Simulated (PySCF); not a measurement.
# C2H6OSeSi: NMR shifts at several levels of theory, part 2 of 2

PySCF 2.14.0. Atoms count from 0. The steps go on from the part before.

## (9) Shielding tensors: KT3/pcSseg-2

Job settings and geometry (Å):

```
{"job": {"kind": "nmr", "xc": "KT3", "basis": "pcSseg-2", "pop": false}, "charge": 0, "multiplicity": 1}
C     -1.627685     0.172872    -0.500331
C     -0.151701    -0.111485    -0.477789
O      0.403575    -0.687125    -1.385483
Si     0.880349     0.483599     1.077497
Se     2.996631    -0.157909     0.603751
H     -1.797520     1.260035    -0.433796
H     -2.110293    -0.278874     0.381684
H     -2.077243    -0.222788    -1.421620
H      0.714090     1.962604     1.222636
H      0.307422    -0.151041     2.304542
H      2.419444    -0.711128    -0.646574
```

Method: GIAO KT3/pcSseg-2 NMR shielding, non-relativistic, gas phase.

The program printed:

```text
coarse grid: 44120 points
cycle   1  E = -2859.4266346997  dE = -5.960e-01  |g| = 1.020e+00  |ddm| = 2.452e+00
cycle   2  E = -2857.5985611701  dE =  1.828e+00  |g| = 2.752e+00  |ddm| = 5.273e+00
cycle   3  E = -2859.5365200064  dE = -1.938e+00  |g| = 4.344e-01  |ddm| = 5.178e+00
cycle   4  E = -2859.5737221516  dE = -3.720e-02  |g| = 2.280e-01  |ddm| = 5.799e-01
cycle   5  E = -2859.5866643544  dE = -1.294e-02  |g| = 5.956e-02  |ddm| = 2.008e-01
cycle   6  E = -2859.5873312175  dE = -6.669e-04  |g| = 1.344e-02  |ddm| = 4.759e-02
cycle   7  E = -2859.5873618884  dE = -3.067e-05  |g| = 5.669e-03  |ddm| = 1.733e-02
cycle   8  E = -2859.5873719310  dE = -1.004e-05  |g| = 1.244e-03  |ddm| = 7.653e-03
cycle   9  E = -2859.5873723960  dE = -4.650e-07  |g| = 6.723e-04  |ddm| = 2.345e-03
final grid: 90856 points
cycle  10  E = -2859.5874139258  dE =  6.983e-08  |g| = 1.170e-03  |ddm| = 3.162e-03
cycle  11  E = -2859.5874131074  dE =  8.183e-07  |g| = 2.348e-03  |ddm| = 2.712e-03
cycle  12  E = -2859.5874141191  dE = -1.012e-06  |g| = 6.252e-04  |ddm| = 1.751e-03
cycle  13  E = -2859.5874141943  dE = -7.512e-08  |g| = 4.864e-05  |ddm| = 4.461e-04
cycle  14  E = -2859.5874141949  dE = -6.867e-10  |g| = 8.917e-06  |ddm| = 6.482e-05
converged SCF energy = -2859.5874141949

GIAO shielding tensors (ppm)
atom      isotropic    diamagn.    paramagn.     s11        s22        s33       span
  0 C      144.896     245.787    -100.891    113.538    133.819    187.331     73.793
  1 C      -41.149     251.873    -293.022   -131.107    -96.100    103.760    234.867
  2 O     -378.860     395.161    -774.021  -1058.688   -425.087    347.195   1405.883
  3 Si     400.601     880.449    -479.848    347.842    363.537    490.424    142.581
  4 Se    2343.746    3007.032    -663.286   2091.930   2300.833   2638.473    546.543
  5 H       28.794      29.744      -0.949     26.124     28.838     31.422      5.298
  6 H       28.761      30.039      -1.278     26.076     28.876     31.332      5.257
  7 H       28.902      28.847       0.054     26.149     27.045     33.511      7.362
  8 H       26.313      29.423      -3.110     22.066     24.922     31.949      9.883
  9 H       26.315      29.569      -3.254     22.047     24.928     31.969      9.922
 10 H       29.103      30.629      -1.526     18.781     23.111     45.417     26.636
```

It took 89 s on 1 thread of Arm Neoverse N1, shared host; peak memory 1.1 GiB.

In short: δ C1 222.5, C0 36.4, O2 702.7, Si3 -42.4, H8 5.04, H5 2.53 ppm (means over like atoms).

## (10) Shielding tensors: B97-D/pcSseg-2

Same as in step 9 but for these lines:

```diff
@@ -1,2 +1,2 @@
-{"job": {"kind": "nmr", "xc": "KT3", "basis": "pcSseg-2", "pop": false}, "charge": 0, "multiplicity": 1}
+{"job": {"kind": "nmr", "xc": "B97-D", "basis": "pcSseg-2", "pop": false}, "charge": 0, "multiplicity": 1}
 C     -1.627685     0.172872    -0.500331
```

Method: GIAO B97-D/pcSseg-2 NMR shielding, non-relativistic, gas phase.

The program printed:

```text
coarse grid: 44120 points
cycle   1  E = -2847.1909732293  dE = -6.278e-01  |g| = 1.128e+00  |ddm| = 2.484e+00
cycle   2  E = -2845.4531596845  dE =  1.738e+00  |g| = 2.760e+00  |ddm| = 4.600e+00
cycle   3  E = -2847.2620834687  dE = -1.809e+00  |g| = 6.241e-01  |ddm| = 4.543e+00
cycle   4  E = -2847.3407706556  dE = -7.869e-02  |g| = 2.014e-01  |ddm| = 5.753e-01
cycle   5  E = -2847.3483449758  dE = -7.574e-03  |g| = 9.314e-02  |ddm| = 1.978e-01
cycle   6  E = -2847.3504037245  dE = -2.059e-03  |g| = 1.913e-02  |ddm| = 7.409e-02
cycle   7  E = -2847.3504537452  dE = -5.002e-05  |g| = 6.645e-03  |ddm| = 1.604e-02
cycle   8  E = -2847.3504665680  dE = -1.282e-05  |g| = 1.711e-03  |ddm| = 9.000e-03
cycle   9  E = -2847.3504673841  dE = -8.161e-07  |g| = 3.728e-04  |ddm| = 2.262e-03
final grid: 90856 points
cycle  10  E = -2847.3504834488  dE = -1.463e-07  |g| = 6.441e-04  |ddm| = 3.465e-03
cycle  11  E = -2847.3504829870  dE =  4.618e-07  |g| = 1.611e-03  |ddm| = 2.102e-03
cycle  12  E = -2847.3504835389  dE = -5.519e-07  |g| = 3.282e-04  |ddm| = 1.302e-03
cycle  13  E = -2847.3504835620  dE = -2.312e-08  |g| = 5.186e-05  |ddm| = 2.544e-04
cycle  14  E = -2847.3504835624  dE = -4.111e-10  |g| = 8.688e-06  |ddm| = 4.383e-05
converged SCF energy = -2847.3504835624

GIAO shielding tensors (ppm)
atom      isotropic    diamagn.    paramagn.     s11        s22        s33       span
  0 C      141.290     245.862    -104.572    108.042    130.820    185.006     76.964
  1 C      -53.944     252.443    -306.386   -155.124   -107.990    101.283    256.406
  2 O     -402.823     395.992    -798.815  -1121.949   -436.585    350.065   1472.014
  3 Si     376.471     879.488    -503.016    319.117    338.424    471.872    152.755
  4 Se    2298.861    3004.646    -705.785   2042.307   2249.662   2604.614    562.308
  5 H       28.780      29.695      -0.916     26.183     28.920     31.235      5.052
  6 H       28.745      29.914      -1.170     26.136     28.957     31.141      5.005
  7 H       28.903      29.045      -0.142     26.175     27.146     33.387      7.212
  8 H       26.277      29.389      -3.112     22.054     24.932     31.845      9.791
  9 H       26.278      29.516      -3.238     22.034     24.937     31.863      9.829
 10 H       28.961      30.544      -1.583     18.684     22.979     45.219     26.535
```

It took 87 s on 1 thread of Arm Neoverse N1, shared host; peak memory 1.1 GiB.

Key values: δ C1 233.0, C0 37.7, O2 728.0, Si3 -39.9, H8 5.12, H5 2.59 ppm (means over like atoms).

## (11) NMR shieldings: B3LYP/pcSseg-2

Same as in step 10 but for these lines:

```diff
@@ -1,2 +1,2 @@
-{"job": {"kind": "nmr", "xc": "B97-D", "basis": "pcSseg-2", "pop": false}, "charge": 0, "multiplicity": 1}
+{"job": {"kind": "nmr", "xc": "B3LYP", "basis": "pcSseg-2", "pop": false}, "charge": 0, "multiplicity": 1}
 C     -1.627685     0.172872    -0.500331
```

With the program's defaults for keys left out, this is: GIAO B3LYP/pcSseg-2 NMR shielding, non-relativistic, gas phase.

The program printed:

```text
coarse grid: 44120 points
cycle   1  E = -2846.1485597715  dE = -6.118e-01  |g| = 1.214e+00  |ddm| = 2.448e+00
cycle   2  E = -2845.4351645952  dE =  7.134e-01  |g| = 2.106e+00  |ddm| = 2.443e+00
cycle   3  E = -2846.2301694592  dE = -7.950e-01  |g| = 6.000e-01  |ddm| = 2.333e+00
cycle   4  E = -2846.2939262288  dE = -6.376e-02  |g| = 9.984e-02  |ddm| = 3.485e-01
cycle   5  E = -2846.2949894994  dE = -1.063e-03  |g| = 3.546e-02  |ddm| = 7.660e-02
cycle   6  E = -2846.2952825301  dE = -2.930e-04  |g| = 9.286e-03  |ddm| = 3.535e-02
cycle   7  E = -2846.2953016152  dE = -1.909e-05  |g| = 2.378e-03  |ddm| = 7.619e-03
cycle   8  E = -2846.2953030422  dE = -1.427e-06  |g| = 7.938e-04  |ddm| = 2.929e-03
final grid: 90856 points
cycle   9  E = -2846.2953048893  dE =  1.687e-07  |g| = 1.338e-03  |ddm| = 2.760e-03
cycle  10  E = -2846.2953037959  dE =  1.093e-06  |g| = 2.760e-03  |ddm| = 2.036e-03
cycle  11  E = -2846.2953052259  dE = -1.430e-06  |g| = 3.474e-04  |ddm| = 1.437e-03
cycle  12  E = -2846.2953052530  dE = -2.708e-08  |g| = 1.678e-05  |ddm| = 2.927e-04
cycle  13  E = -2846.2953052531  dE = -8.004e-11  |g| = 7.784e-06  |ddm| = 2.822e-05
converged SCF energy = -2846.2953052531

GIAO shielding tensors (ppm)
atom      isotropic    diamagn.    paramagn.     s11        s22        s33       span
  0 C      140.920     242.616    -101.696    106.980    129.606    186.174     79.194
  1 C      -63.706     251.431    -315.138   -171.527   -122.982    103.390    274.917
  2 O     -450.260     395.375    -845.635  -1226.494   -481.527    357.240   1583.734
  3 Si     366.211     878.066    -511.856    311.384    327.823    459.424    148.040
  4 Se    2321.952    3002.249    -680.296   2059.500   2279.196   2627.161    567.662
  5 H       28.825      29.619      -0.794     26.188     28.970     31.318      5.131
  6 H       28.790      29.780      -0.990     26.139     29.008     31.223      5.084
  7 H       28.889      29.126      -0.237     26.044     27.202     33.423      7.379
  8 H       26.365      29.046      -2.682     22.100     25.046     31.949      9.849
  9 H       26.366      29.151      -2.785     22.082     25.052     31.965      9.883
 10 H       28.801      30.401      -1.600     18.222     22.837     45.343     27.121
```

Wall time 75 s (1 thread of Arm Neoverse N1, shared host); peak memory 1.1 GiB.

In short: δ C1 242.9, C0 38.3, O2 776.1, Si3 -41.6, H8 5.02, H10 2.59 ppm (means over like atoms).

## (12) Side by side: NMR shifts

Shifts (ppm) of some atoms, chosen among heavy atoms and hydrogens apart, means over like atoms, with basis size and wall time:

| run | C1 | C0 | H8 | H10 | O2 | Si3 | Se4 | functions | time |
| --- | --- | --- | --- | --- | --- | --- | --- | --- | --- |
| HF/pcSseg-2 | 240.3 | 35.1 | 4.60 | 3.50 | 787.0 | -41.1 | -529 | 298 | 60 s |
| LDA/pcSseg-2 | 249.3 | 40.6 | 5.51 | 2.57 | 787.4 | -43.9 | -660 | 298 | 80 s |
| PBE/pcSseg-2 | 239.8 | 39.1 | 5.28 | 2.36 | 762.6 | -44.2 | -654 | 298 | 95 s |
| BLYP/pcSseg-2 | 240.8 | 38.6 | 5.19 | 2.29 | 757.8 | -43.5 | -683 | 298 | 94 s |
| BP86/pcSseg-2 | 239.0 | 39.1 | 5.27 | 2.37 | 756.2 | -42.4 | -649 | 298 | 94 s |
| OPBE/pcSseg-2 | 230.9 | 37.8 | 5.20 | 2.50 | 739.2 | -41.6 | -632 | 298 | 98 s |
| KT2/pcSseg-2 | 223.4 | 37.3 | 5.22 | 2.25 | 708.2 | -44.4 | -627 | 298 | 93 s |
| KT3/pcSseg-2 | 222.5 | 36.4 | 5.04 | 2.25 | 702.7 | -42.4 | -643 | 298 | 89 s |
| B97-D/pcSseg-2 | 233.0 | 37.7 | 5.12 | 2.44 | 728.0 | -39.9 | -661 | 298 | 87 s |
| B3LYP/pcSseg-2 | 242.9 | 38.3 | 5.02 | 2.59 | 776.1 | -41.6 | -646 | 298 | 75 s |

## (13) Outcome

This closing draws on all 2 parts.

| quantity | value |
| --- | --- |
| 13C shifts against TMS (HF/pcSseg-2) | 240.3, 35.1 ppm |
| 1H shifts against TMS (HF/pcSseg-2, means over atoms taken as alike) | 4.60, 3.50, 2.43 ppm |
| 17O shifts against H2O (HF/pcSseg-2) | 787.0 ppm |
| 29Si shifts against TMS (HF/pcSseg-2) | -41.1 ppm |
| 77Se shifts against Me2Se (HF/pcSseg-2) | -529 ppm |
| range of the shift of Se4 | -683 to -529 ppm |

In words: Single values in the summary come from the first run of each kind that ended normally (HF/pcSseg-2), which need not be the best level. At HF/pcSseg-2: The widest tensor belongs to O2: span 1642 ppm, with a paramagnetic part of -857 ppm. In ppm, Se4 moves most: its shift spreads over 154 ppm, from -683 (BLYP/pcSseg-2) to -529 (HF/pcSseg-2). Spin-orbit coupling is left out, which matters for shieldings and couplings at and beside the heavy atoms.
